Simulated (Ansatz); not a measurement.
# GaICl₂: basis-set convergence

The task here is to estimate one member of a computed series from the others.

Program: Ansatz 0.2.0, Gaussian basis. Level of theory: one geometry, several basis sets. These are calculated values, not measurements.

Plan: PBE0-D4/def2-SVP; ωB97M-V/def2-SVP; PBE0-D4/def2-QZVPP; ωB97M-V/def2-QZVPP; the functionals' def2-TZVPP values are taken from earlier runs.

### The geometry

An earlier PBE0-D4 in a triple-zeta def2 set relaxation fixed the geometry. I takes the def2 core potential; no spin-orbit term is included.

4 atoms, charge 0, spin multiplicity 1.

Atoms are counted from 1 here; the program's logs count them from 0.

Bond lengths: Cl1–Ga2 2.120 Å, Ga2–Cl3 2.120 Å, Ga2–I4 2.450 Å. Angles: Cl1–Ga2–Cl3 118.1°, Cl1–Ga2–I4 121.0°, Cl3–Ga2–I4 121.0°.

Set-up of the first run:

in.yaml reads:

```yaml
crystal:
  periodic: [false, false, false]
  atoms:
    - {symbol: Cl, position_ang: [1.465125, 0.324638, 1.551523]}
    - {symbol: Ga, position_ang: [0.045929, -0.065384, 0.026027]}
    - {symbol: Cl, position_ang: [-0.333230, -2.085869, -0.490943]}
    - {symbol: I, position_ang: [-1.122423, 1.766214, -1.106908]}
basis:
  gaussian: {orbitals: def2-SVP}
hamiltonian: {xc: pbe0, dispersion: d4}
output: {orbitals: {seedname: orbitals}}
```

The run is started by

```sh
$ ansatz run in.yaml --threads 4 --pin off --events-out ev --progress --plain --max-ram 10444MiB
```

Steps of the session up to this table: PBE0-D4 in def2-SVP; ωB97M-V in def2-SVP; PBE0-D4 in def2-QZVPP; ωB97M-V in def2-QZVPP.

One of the session's tables, all rows but one given; the rest of the session is left out.

It belongs to the step «Density functionals: the series». 

```
functional       basis  HOMO (eV)  LUMO (eV)
   PBE0-D4    def2-SVP          ?          ?
   PBE0-D4  def2-TZVPP      -8.28      -2.17
   PBE0-D4  def2-QZVPP      -8.30      -2.22
   ωB97M-V    def2-SVP     -10.30      -0.09
   ωB97M-V  def2-TZVPP     -10.41      -0.27
   ωB97M-V  def2-QZVPP     -10.43      -0.39
```

Estimate the missing values for PBE0-D4, def2-SVP.

**Answer.** HOMO (eV): -8.20; LUMO (eV): -2.08. In the column «HOMO (eV)» it is the highest.
